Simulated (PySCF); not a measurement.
# [Yb(H2O)2]3+: other functionals and bases at one geometry

An exercise on one series of results from a longer session: the logs are not shown, and one member is left open.

Method: several levels, as the steps say, no spin–orbit coupling; program: PySCF 2.14.0.

3 further runs of the same task are left out: 2 for a known fault of the program, 1 that didn't finish.

### Where the work starts

7 atoms, charge 3, spin multiplicity 1.

Bond lengths: Yb1–O2 2.164 Å, Yb1–O5 2.164 Å, O2–H3 1.010 Å, O2–H4 1.008 Å, O5–H6 1.010 Å, O5–H7 1.008 Å. Angles: O2–Yb1–O5 112.3°, Yb1–O2–H3 128.1°, Yb1–O2–H4 129.4°, H3–O2–H4 102.5°, Yb1–O5–H6 128.0°, Yb1–O5–H7 129.5°, H6–O5–H7 102.5°.

Geometry (Å):

```xyz
7
charge 3, multiplicity 1
Yb    1.0340   -0.1315    0.0058
O    -0.1647    0.0692    1.7957
H     0.1017    0.4730    2.6818
H    -1.1078   -0.2399    1.9718
O    -0.1597   -0.0458   -1.7970
H     0.1122   -0.3020   -2.7351
H    -1.1100    0.2665   -1.9230
```

Formal oxidation states: Yb +3. Each metal's 13 4f electrons lie in its core potential, so multiplicities, spins and levels count the valence alone. An earlier session relaxed this geometry at BP86, Yb lcecp-1-SVP with ECP59, O def2-SVP, H def2-SVP (singlet, point group C1).

At BP86 on the finer grid: E = -190.973718 Eh, HOMO -25.22 eV, LUMO -19.62 eV, Mulliken charge on Yb1 +2.10 e, largest force component 0.015 eV/Å. 

Levels to run: TPSS; PBE0; M06-L; TPSSh; BP86, TZVP. Hardware: 2 threads of Arm Neoverse V1, shared host.

The first run:

File run.py (the lines that set the calculation):

```python
mol = gto.M(atom='''
Yb     1.03398    -0.13147     0.00578
O     -0.16470     0.06919     1.79566
H      0.10166     0.47303     2.68179
H     -1.10781    -0.23995     1.97178
O     -0.15968    -0.04577    -1.79695
H      0.11218    -0.30199    -2.73508
H     -1.11003     0.26652    -1.92298''',
    basis={'Yb': 'lcecp-1-SVP', 'O': 'def2-SVP', 'H': 'def2-SVP'},
    ecp={'Yb': 'lcecp-1-SVP'},
    charge=3, spin=0)
mf = dft.RKS(mol, xc='TPSS')
mf.grids.atom_grid = (75, 302)  # f atoms: unpruned, at least (60, 302)
mf = mf.density_fit()  # fitting sets: Yb AutoAux, O def2-universal-JKFIT, H def2-universal-JKFIT
mf.conv_tol = 1e-08; mf.max_cycle = 55
mf.kernel(dm0)  # dm0: the density of the relaxed state
```

On the command line:

```console
OMP_NUM_THREADS=2 python run.py
```

Steps of the session up to this table: TPSS; PBE0; M06-L; TPSSh; BP86, TZVP.

One table of the session follows, with a row left open; its other results are not shown here.

| level | HOMO (eV) | gap (eV) | charge on Yb1 (e) | dipole (D) | largest force component (eV/Å) |
| --- | --- | --- | --- | --- | --- |
| BP86 (relaxed here) | -25.22 | 5.60 | 2.10 | 3.71 | 0.02 |
| TPSS | -25.17 | 5.66 | 2.13 | 3.62 | 0.17 |
| PBE0 | -26.88 | 8.02 | 2.19 | 3.43 | 0.53 |
| M06-L | -25.40 | 6.38 | 2.24 | 3.34 | 0.61 |
| TPSSh | ? | ? | ? | ? | ? |
| BP86, TZVP | -25.22 | 5.61 | 2.32 | 3.70 | 0.28 |

**Question.** Estimate the row for TPSSh.

**Answer.** HOMO (eV): -25.87; gap (eV): 6.71; charge on Yb1 (e): 2.17; dipole (D): 3.50; largest force component (eV/Å): 0.33. In the column «HOMO (eV)» it lies between PBE0 (-26.88) and M06-L (-25.40).

The dipole of a charged species depends on the origin, so these sizes hold for this origin alone.

In one basis the HOMO–LUMO gap runs from 5.60 eV (BP86) to 8.02 eV (PBE0). The largest leftover force, 0.61 eV/Å with M06-L, stands at a geometry relaxed at another level. With 4f in the core, its levels are missing from HOMO and gap, and its count is fixed, so no charge can pass from the ligands into it. Total energies of different levels can't be compared.
